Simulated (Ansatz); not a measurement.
# Cl2GaHSe: one species, many methods

The task here is to estimate one member of a computed series from the others.

The runs use Ansatz 0.2.0, Gaussian basis; functionals in def2-TZVPP, the program's frozen cores in correlated methods.

Plan: LDA (SPW92), PBE-D4, revPBE-D4, BLYP-D4, r2SCAN-D4, B97M-V, PBE0-D4, B3LYP-D4, r2SCANh-D4, r2SCAN0-D4, HSE06-D4, BHLYP-D4, CAM-B3LYP-D4, LC-ωPBE, ωB97X-V, ωB97M-V, B2PLYP, PBE-QIDH; CCSD(T)/def2-SVP; CCSD(T)/def2-TZVPP; MP2/def2-QZVPP; extrapolation to the limit; RPA on PBE.

## Structure used throughout

An earlier PBE0-D4 in a triple-zeta def2 set relaxation fixed the geometry.

SMILES `[Cl][Ga]([Cl])[SeH]`, 5 atoms, charge 0, spin multiplicity 1.

Atoms are counted from 1 here; the program's logs count them from 0.

Bond lengths: Cl1–Ga2 2.125 Å, Ga2–Cl3 2.127 Å, Ga2–Se4 2.299 Å, Se4–H5 1.470 Å. Angles: Cl1–Ga2–Cl3 117.8°, Cl1–Ga2–Se4 120.0°, Cl3–Ga2–Se4 122.1°, Ga2–Se4–H5 90.8°.

The first run:

File in.yaml:

```yaml
crystal:
  periodic: [false, false, false]
  atoms:
    - {symbol: Cl, position_ang: [1.565163, -0.816295, 1.955063]}
    - {symbol: Ga, position_ang: [0.270790, -0.384515, 0.326106]}
    - {symbol: Cl, position_ang: [-0.593279, -2.024805, -0.717044]}
    - {symbol: Se, position_ang: [-0.155413, 1.797256, -0.258205]}
    - {symbol: H, position_ang: [-1.037461, 1.354659, -1.347320]}
basis:
  gaussian: {orbitals: def2-TZVPP}
hamiltonian: {xc: lda}
output: {orbitals: {seedname: orbitals}}
```

Steps of the session up to this table: LDA; PBE-D4 (GGA); revPBE-D4 (GGA); BLYP-D4 (GGA); r2SCAN-D4 (meta-GGA); B97M-V (meta-GGA); PBE0-D4 (hybrid); B3LYP-D4 (hybrid); r2SCANh-D4 (hybrid); r2SCAN0-D4 (hybrid); HSE06-D4 (hybrid); BHLYP-D4 (hybrid); CAM-B3LYP-D4 (range-separated); LC-ωPBE-D4 (range-separated; the results give it without D4); ωB97X-V (range-separated); ωB97M-V (range-separated); B2PLYP (double hybrid); PBE-QIDH (double hybrid).

One of the session's tables, all rows but one given; the rest of the session is left out.

It belongs to the step «Frontier levels by functional». 

| functional | HOMO (eV) | LUMO (eV) | gap (eV) |
| --- | --- | --- | --- |
| LDA (SPW92) | -6.95 | -2.88 | 4.07 |
| PBE-D4 | -6.78 | -2.57 | 4.21 |
| revPBE-D4 | -6.72 | -2.45 | 4.27 |
| BLYP-D4 | -6.60 | -2.52 | 4.08 |
| r2SCAN-D4 | -7.09 | -2.34 | 4.75 |
| B97M-V | -7.11 | -2.31 | 4.81 |
| PBE0-D4 | -7.94 | -1.68 | 6.26 |
| B3LYP-D4 | -7.69 | -1.98 | 5.70 |
| r2SCANh-D4 | -7.51 | -2.02 | 5.49 |
| r2SCAN0-D4 | -8.14 | -1.54 | 6.60 |
| HSE06-D4 | ? | ? | ? |
| BHLYP-D4 | -8.92 | -0.76 | 8.15 |
| CAM-B3LYP-D4 | -9.20 | -0.72 | 8.48 |
| LC-ωPBE | -10.58 | 0.52 | 11.11 |
| ωB97X-V | -10.22 | 0.40 | 10.62 |
| ωB97M-V | -10.07 | 0.23 | 10.30 |

**Question.** Estimate the row for HSE06-D4.

**Answer.** HOMO (eV): -7.54; LUMO (eV): -2.05; gap (eV): 5.50. In the column «HOMO (eV)» it lies between B3LYP-D4 (-7.69) and r2SCANh-D4 (-7.51).
